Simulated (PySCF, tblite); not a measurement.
**CH5ClO4PSi radical, a small gas-phase stand-in for a defect centre (Si site with back bonds C, Cl, OP(=O)(O)O): EPR parameters**

What EPR parameters should one expect for `C[Si](Cl)OP(=O)(O)O`? It is drawn as: dangling bond.

Programs: tblite 0.8.0 and PySCF 2.14.0. All values are calculated, for the isolated system unless a continuum is named. Atoms count from 0, parts from 1.

## Step 1: Starting point

13 atoms, charge 0, multiplicity 2; geometry: distance geometry start.

## Step 2: Relaxing the cluster with GFN2-xTB

The job: settings as JSON, then the geometry in Å.

```
{"job": {"kind": "relax", "xc": "GFN2-xTB", "basis": "xTB"}, "charge": 0, "multiplicity": 2}
Si     0.426755     0.436551    -3.254677
C      0.834348    -0.807424    -1.952386
Cl     2.067969     1.088290    -4.473527
O     -0.721808     1.715196    -2.784609
P     -0.989102     2.241515    -1.177187
O     -0.743493     0.959653    -0.063957
O     -2.612529     2.865541    -1.021741
O      0.124822     3.534788    -0.810175
H      1.429078    -1.561886    -2.393357
H     -0.030059    -1.224645    -1.596676
H      1.340312    -0.355279    -1.174498
H     -3.359865     2.566409    -1.549809
H      1.074924     3.530129    -1.050077
```

With the program's defaults for keys left out, this is: GFN2-xTB geometry optimisation, gas phase.

Run with:

```sh
$ OMP_NUM_THREADS=1 python cluster_run.py task.json out
```

The driver reads the jobs from task.json and runs them one after another.

The log of the run:

```text
step      E/eV     max force
  0    -811.50548    7.562
  1    -813.07374    3.952
  2    -813.00637   15.706
  3    -813.94094    1.557
  4    -814.12671    1.175
  5    -814.32786    1.190
  6    -814.43770    0.959
  7    -814.57622    0.833
  8    -814.59851    0.553
  9    -814.63042    0.589
 10    -814.64639    0.713
 11    -814.67976    0.648
 12    -814.70551    0.392
 13    -814.73021    0.361
 14    -814.74730    0.471
 15    -814.75889    0.332
 16    -814.76718    0.237
 17    -814.77166    0.198
 18    -814.77468    0.151
 19    -814.77716    0.118
 20    -814.77988    0.163
 21    -814.78308    0.228
 22    -814.78776    0.264
 23    -814.79378    0.303
 24    -814.80123    0.284
 25    -814.80858    0.184
 26    -814.81400    0.216
 27    -814.81827    0.260
 28    -814.81072    0.927
 29    -814.82713    0.199
 30    -814.83161    0.191
 31    -814.83220    0.885
 32    -814.84443    0.163
 33    -814.84805    0.134
 34    -814.84738    0.696
 35    -814.85439    0.178
 36    -814.85674    0.187
 37    -814.86301    0.350
 38    -814.86577    0.136
 39    -814.86830    0.112
 40    -814.87237    0.114
 41    -814.87455    0.157
 42    -814.87668    0.131
 43    -814.87884    0.421
 44    -814.88288    0.176
 45    -814.88720    0.219
 46    -814.89163    0.317
 47    -814.89360    0.146
 48    -814.89633    0.248
 49    -814.89949    0.291
 50    -814.90152    0.114
 51    -814.90299    0.208
 52    -814.90393    0.092
 53    -814.90479    0.079
 54    -814.90634    0.111
 55    -814.90772    0.117
 56    -814.90863    0.078
 57    -814.90909    0.155
 58    -814.90983    0.088
 59    -814.91047    0.094
 60    -814.91173    0.077
 61    -814.91234    0.067
 62    -814.91314    0.075
 63    -814.91406    0.100
 64    -814.91540    0.102
 65    -814.91639    0.100
 66    -814.91694    0.180
 67    -814.91778    0.055
 68    -814.91833    0.051
 69    -814.91885    0.056
 70    -814.91947    0.054
 71    -814.92004    0.053
 72    -814.92048    0.051
 73    -814.92086    0.061
 74    -814.92123    0.061
 75    -814.92152    0.041
 76    -814.92176    0.040
 77    -814.92207    0.063
 78    -814.92262    0.070
 79    -814.92340    0.094
 80    -814.92405    0.045
 81    -814.92435    0.038
 82    -814.92451    0.044
 83    -814.92471    0.052
 84    -814.92503    0.070
 85    -814.92540    0.064
 86    -814.92574    0.062
 87    -814.92604    0.055
 88    -814.92641    0.050
 89    -814.92690    0.054
 90    -814.92737    0.052
 91    -814.92775    0.059
 92    -814.92813    0.060
 93    -814.92870    0.086
 94    -814.92944    0.084
 95    -814.93005    0.060
 96    -814.93037    0.047
 97    -814.93061    0.031
 98    -814.93075    0.038
 99    -814.93085    0.038
100    -814.93092    0.045
101    -814.93100    0.026
102    -814.93115    0.040
103    -814.93156    0.062
104    -814.93238    0.081
105    -814.93361    0.090
106    -814.93472    0.094
107    -814.93605    0.323
108    -814.93618    0.264
109    -814.93835    0.190
110    -814.94014    0.211
111    -814.94228    0.223
112    -814.94271    0.452
113    -814.94508    0.069
114    -814.94598    0.089
115    -814.94746    0.322
116    -814.94891    0.146
117    -814.95081    0.043
118    -814.95262    0.257
119    -814.95368    0.141
120    -814.95441    0.152
121    -814.95113    0.310
122    -814.95609    0.088
123    -814.95680    0.096
124    -814.95670    0.157
125    -814.95774    0.093
126    -814.95804    0.091
127    -814.95906    0.076
128    -814.95962    0.060
129    -814.96046    0.080
130    -814.96109    0.073
131    -814.96182    0.085
132    -814.96262    0.068
133    -814.96310    0.062
134    -814.96353    0.045
135    -814.96397    0.044
136    -814.96447    0.058
137    -814.96481    0.062
138    -814.96505    0.059
139    -814.96530    0.084
140    -814.96535    0.051
141    -814.96557    0.035
142    -814.96572    0.045
143    -814.96590    0.051
144    -814.96610    0.049
145    -814.96642    0.053
146    -814.96672    0.072
147    -814.96708    0.062
148    -814.96735    0.067
149    -814.96773    0.060
150    -814.96824    0.058
151    -814.96882    0.058
152    -814.96926    0.040
153    -814.96939    0.100
154    -814.96960    0.034
155    -814.96970    0.023
156    -814.96979    0.022
157    -814.96982    0.024
158    -814.96989    0.023
159    -814.96996    0.019
160    -814.97006    0.021
161    -814.97018    0.029
162    -814.97032    0.040
163    -814.97051    0.046
164    -814.97081    0.081
165    -814.97111    0.052
166    -814.97158    0.146
167    -814.97210    0.096
168    -814.97286    0.048
169    -814.97318    0.044
170    -814.97370    0.071
171    -814.97391    0.043
172    -814.97412    0.035
173    -814.97423    0.033
174    -814.97431    0.026
175    -814.97441    0.024
176    -814.97448    0.031
177    -814.97452    0.026
178    -814.97456    0.011
179    -814.97458    0.009
180    -814.97460    0.008
181    -814.97461    0.006
```

It took 4.2 s on 1 thread of Arm Neoverse V1, shared host.

The steps of the relaxation:

```tsv
step	energy from step 0 (eV)	largest force (eV/Å)
0	0.0000	7.5616
7	-3.0707	0.8331
14	-3.2418	0.4703
21	-3.2776	0.2276
28	-3.3052	0.9271
35	-3.3489	0.1781
42	-3.3712	0.1312
49	-3.3940	0.2909
56	-3.4031	0.0777
63	-3.4086	0.0998
70	-3.4140	0.0533
77	-3.4166	0.0630
84	-3.4195	0.0701
91	-3.4223	0.0594
98	-3.4253	0.0373
105	-3.4281	0.0894
112	-3.4372	0.4522
119	-3.4482	0.1402
126	-3.4526	0.0916
133	-3.4576	0.0620
140	-3.4599	0.0511
147	-3.4616	0.0617
154	-3.4641	0.0336
161	-3.4647	0.0287
168	-3.4674	0.0481
175	-3.4689	0.0244
181	-3.4691	0.0070
```

Close pairs (by a distance rule), those that changed most:

```tsv
bond	before (Å)	after (Å)	change (Å)
P4–O5	1.715	1.464	-0.252
P4–O7	1.746	1.582	-0.164
P4–O6	1.746	1.588	-0.158
O3–P4	1.712	1.575	-0.137
Si0–Cl2	2.146	2.016	-0.129
Si0–O3	1.782	1.653	-0.129
C1–H9	1.024	1.086	+0.062
Si0–C1	1.847	1.906	+0.059
```

## Step 3: Relaxing the molecule at PBE0-D3(BJ)/def2-SVP

The job: settings as JSON, then the geometry in Å.

```
{"job": {"xc": "PBE0", "basis": "def2-SVP", "d3": "d3bj", "grid": 2, "kind": "geom", "shake": 0.01}, "charge": 0, "multiplicity": 2}
Si     0.594978    -0.674716    -1.447392
C      0.683661    -2.191733    -0.334194
Cl     2.208877     0.492722    -1.324150
O     -0.647332     0.289193    -0.926684
P     -0.659538     1.142061     0.384532
O     -0.034860     0.513765     1.550687
O     -2.175938     1.529855     0.589768
O      0.011392     2.519602    -0.071704
H      1.579369    -2.762810    -0.523537
H     -0.176743    -2.839230    -0.432447
H      0.719122    -1.847214     0.711304
H     -2.599127     0.927965     1.204367
H      0.506348     2.883170     0.626852
```

The log of the run:

```text
step   0  E = -1431.85457836  max force = 0.036286
step   1  E = -1431.86356455  max force = 0.005407
step   2  E = -1431.86387719  max force = 0.003037
step   3  E = -1431.86398077  max force = 0.000996
step   4  E = -1431.86400974  max force = 0.000747
step   5  E = -1431.86402737  max force = 0.000910
step   6  E = -1431.86403678  max force = 0.000558
step   7  E = -1431.86404362  max force = 0.000390
optimisation converged
```

Run time: 3.5 min. Hardware: 1 thread of Arm Neoverse V1, shared host; peak memory 0.78 GiB.

Relaxation path:

```tsv
step	energy from step 0 (eV)	largest force component (eV/Å)
0	0.0000	1.8659
1	-0.2445	0.2780
2	-0.2530	0.1562
3	-0.2559	0.0512
4	-0.2566	0.0384
5	-0.2571	0.0468
6	-0.2574	0.0287
7	-0.2576	0.0201
```

Distances of close pairs at the start and the end, largest changes first:

```tsv
bond	before (Å)	after (Å)	change (Å)
Si0–Cl2	1.996	2.075	+0.080
Si0–O3	1.656	1.692	+0.036
O3–P4	1.564	1.600	+0.036
O7–H12	0.930	0.966	+0.036
P4–O6	1.579	1.604	+0.025
C1–H8	1.079	1.099	+0.020
C1–H9	1.081	1.100	+0.019
Si0–C1	1.884	1.868	-0.016
```

The final coordinates are the input of the step that follows.

```tsv
at the end point	value
point group (found at 0.08 Å tolerance)	C1
rotational constants (GHz, main isotopes)	1.989, 0.853, 0.728
dipole moment (D)	1.70
⟨S²⟩	0.752
```

## Step 4: EPR parameters: B3LYP/IGLO-III+pcH-1

The job: settings as JSON, then the geometry in Å.

```
{"job": {"kind": "epr"}, "charge": 0, "multiplicity": 2}
Si     0.604502    -0.732105    -1.502770
C      0.791287    -2.138624    -0.287904
Cl     2.363238     0.368034    -1.566312
O     -0.612542     0.295968    -0.932177
P     -0.723249     1.138510     0.423529
O     -0.098181     0.517189     1.611480
O     -2.296670     1.426616     0.539662
O     -0.148226     2.564589    -0.017851
H      1.676777    -2.749258    -0.513075
H     -0.103522    -2.778750    -0.298270
H      0.889696    -1.676519     0.709434
H     -2.708327     0.798722     1.146769
H      0.376444     2.947178     0.697007
```

Method: UKS B3LYP, IGLO-III on C Cl O P Si, pcH-1 on H, non-relativistic, mean-field spin-orbit, GIAO.

The log of the run:

```text
UKS, coarse grid
  cycle   1  E = -1433.10662390  |g| = 1.07e+00
  cycle   2  E = -1432.32423424  |g| = 1.77e+00
  cycle   3  E = -1433.45862978  |g| = 2.86e-01
  cycle   4  E = -1433.48611951  |g| = 1.07e-01
  cycle   5  E = -1433.48957347  |g| = 2.95e-02
  cycle   6  E = -1433.48991239  |g| = 9.42e-03
  cycle   7  E = -1433.48994230  |g| = 4.68e-03
  cycle   8  E = -1433.48995010  |g| = 9.55e-04
UKS, final grid
  cycle   1  E = -1433.48995673  |g| = 1.34e-03
  cycle   2  E = -1433.48995553  |g| = 2.30e-03
  cycle   3  E = -1433.48995742  |g| = 2.34e-04
  cycle   4  E = -1433.48995744  |g| = 4.82e-05
  cycle   5  E = -1433.48995744  |g| = 3.76e-05
  cycle   6  E = -1433.48995744  |g| = 1.37e-05
E = -1433.48995744 Eh   <S^2> = 0.7516 (exact 0.7500)
g shifts (ppm)      1          2          3
  rmc          -191       -191       -191
  gc            106         28        113
  oz_so       -2001       -144       4087
  total       -2086       -307       4010
hyperfine (MHz)  atom isotope    a_iso     a_fc   dipolar eigenvalues
    0  29Si    -877.95    -879.07   -139.58     69.21     70.37
    1   13C      76.79      76.78    -11.20    -10.60     21.80
    2  35Cl      24.98      24.67    -19.65    -18.92     38.58
    3   17O     -78.25     -78.17     -8.97      4.06      4.91
    4   31P      86.59      86.74     -5.83     -5.64     11.47
    5   17O      -0.86      -0.86     -1.56      0.76      0.80
    6   17O      -1.29      -1.29     -1.18      0.58      0.60
    7   17O      -1.23      -1.23     -0.59      0.25      0.35
    8    1H      -8.02      -8.03     -6.55     -1.90      8.44
    9    1H      -6.46      -6.45     -6.90     -2.54      9.44
   10    1H      41.76      41.76     -6.38      0.05      6.33
   11    1H      -0.17      -0.18     -0.88     -0.53      1.41
   12    1H       0.10       0.10     -0.73     -0.65      1.39
```

It took 3 min on 1 thread of Arm Neoverse V1, shared host; peak memory 1.5 GiB.

Principal g values 2.00023, 2.00201, 2.00633; g(iso) = 2.00286, against 2.00232 for a free electron.

Hyperfine couplings, nucleus by nucleus at this fixed geometry (no averaging over rotations):

```tsv
nuclei	isotope	a(iso) (MHz)	a(iso) (G, at g = 2.0023)	largest dipolar term (MHz)
Si0	29Si	-878.0	-313.3	-139.6
P4	31P	86.6	30.9	11.5
O3	17O	-78.3	-27.9	-9.0
C1	13C	76.8	27.4	21.8
H10	1H	41.8	14.9	-6.4
Cl2	35Cl	25.0	8.9	38.6
H8	1H	-8.0	-2.9	8.4
H9	1H	-6.5	-2.3	9.4
O6	17O	-1.3	-0.5	-1.2
O7	17O	-1.2	-0.4	-0.6
O5	17O	-0.9	-0.3	-1.6
H11	1H	-0.2	-0.1	1.4
H12	1H	0.1	0.0	1.4
```

Mulliken spin populations:

Si0 0.80; C1 0.08; Cl2 0.08; O3 0.00; P4 0.01; O5 0.00; O6 0.00; O7 0.00; H8 0.00; H9 0.00; H10 0.02; H11 0.00; H12 0.00

In first order the couplings over 0.8 MHz of 31P, 1H, 35Cl give 64 distinct lines over 77.7 G.

## Step 5: g tensor and hyperfine couplings: BHandHLYP/IGLO-III+pcH-1

Same as in step 4 but for these lines:

```diff
@@ -1,2 +1,2 @@
-{"job": {"kind": "epr"}, "charge": 0, "multiplicity": 2}
+{"job": {"kind": "epr", "xc": "BHandHLYP"}, "charge": 0, "multiplicity": 2}
 Si     0.604502    -0.732105    -1.502770
```

Level: UKS BHandHLYP, IGLO-III on C Cl O P Si, pcH-1 on H, non-relativistic, mean-field spin-orbit, GIAO.

The log of the run:

```text
UKS, coarse grid
  cycle   1  E = -1432.98472398  |g| = 8.85e-01
  cycle   2  E = -1432.90781685  |g| = 1.03e+00
  cycle   3  E = -1433.25630792  |g| = 1.09e-01
  cycle   4  E = -1433.25983390  |g| = 5.60e-02
  cycle   5  E = -1433.26096137  |g| = 8.60e-03
  cycle   6  E = -1433.26100799  |g| = 4.01e-03
  cycle   7  E = -1433.26101851  |g| = 1.46e-03
  cycle   8  E = -1433.26102103  |g| = 7.46e-04
UKS, final grid
  cycle   1  E = -1433.26102615  |g| = 7.66e-04
  cycle   2  E = -1433.26102614  |g| = 9.42e-04
  cycle   3  E = -1433.26102643  |g| = 9.17e-05
  cycle   4  E = -1433.26102644  |g| = 6.38e-05
  cycle   5  E = -1433.26102645  |g| = 1.91e-05
E = -1433.26102645 Eh   <S^2> = 0.7525 (exact 0.7500)
g shifts (ppm)      1          2          3
  rmc          -191       -191       -191
  gc            104         28        111
  oz_so       -2162       -100       3405
  total       -2250       -264       3325
hyperfine (MHz)  atom isotope    a_iso     a_fc   dipolar eigenvalues
    0  29Si    -914.03    -915.15   -145.70     71.28     74.42
    1   13C      78.91      78.90    -11.00    -10.18     21.17
    2  35Cl      28.12      27.86    -19.08    -18.05     37.14
    3   17O     -77.59     -77.53     -8.59      3.90      4.69
    4   31P      75.88      76.01     -5.85     -5.68     11.53
    5   17O      -0.66      -0.65     -1.23      0.59      0.64
    6   17O      -1.10      -1.10     -1.05      0.52      0.54
    7   17O      -0.92      -0.92     -0.53      0.22      0.30
    8    1H      -9.18      -9.19     -6.53     -1.97      8.50
    9    1H      -7.53      -7.52     -6.87     -2.61      9.49
   10    1H      40.16      40.16     -6.29      0.13      6.16
   11    1H      -0.19      -0.19     -0.85     -0.54      1.39
   12    1H       0.08       0.08     -0.72     -0.64      1.36
```

It took 3.2 min on 1 thread of Arm Neoverse V1, shared host; peak memory 1.6 GiB.

In short: g(iso) 2.00259.

## Step 6: Run by run: EPR parameters

g, ⟨S²⟩ and isotropic hyperfine couplings (MHz), with basis size and wall time:

```tsv
run	g(iso)	⟨S²⟩	29Si Si0	31P P4	17O O3	13C C1	1H H10	functions	time
B3LYP/IGLO-III+pcH-1	2.00286	0.752	-878.0	86.6	-78.3	76.8	41.8	357	3 min
BHandHLYP/IGLO-III+pcH-1	2.00259	0.752	-914.0	75.9	-77.6	78.9	40.2	357	3.2 min
```

## Step 7: Summary of results

| quantity | value |
| --- | --- |
| point group | C1 |
| rotational constants (main isotopes) | 1.99, 0.85, 0.73 GHz |
| g(iso) (B3LYP) | 2.00286 |
| ⟨S²⟩ | 0.752 (exact 0.75) |
| largest a(iso) | 29Si on Si0, -878.0 MHz |

What this shows: The start of the PBE0/def2-SVP relaxation was shaken at random by about 0.01 Å, so part of the energy gained, and of the first lengths quoted, undoes that. The optimisation took 7 steps and gained 0.258 eV; among the close pairs (by a distance rule), Si0–Cl2 changed most, from 1.996 to 2.075 Å (PBE0/def2-SVP). No frequency check was run at this level, so the end point may be a saddle. Most of the unpaired spin sits on Si0 (0.80 e). The isotropic g lies 0.5 ppt above the free-electron value. The coupling of 29Si on Si0 runs from -914.0 (BHandHLYP/IGLO-III+pcH-1) to -878.0 MHz (B3LYP/IGLO-III+pcH-1). A capped cluster stands for the solid here, so long-range fields and strain are missing, and bands or shifts of the capping hydrogens have no counterpart in it.
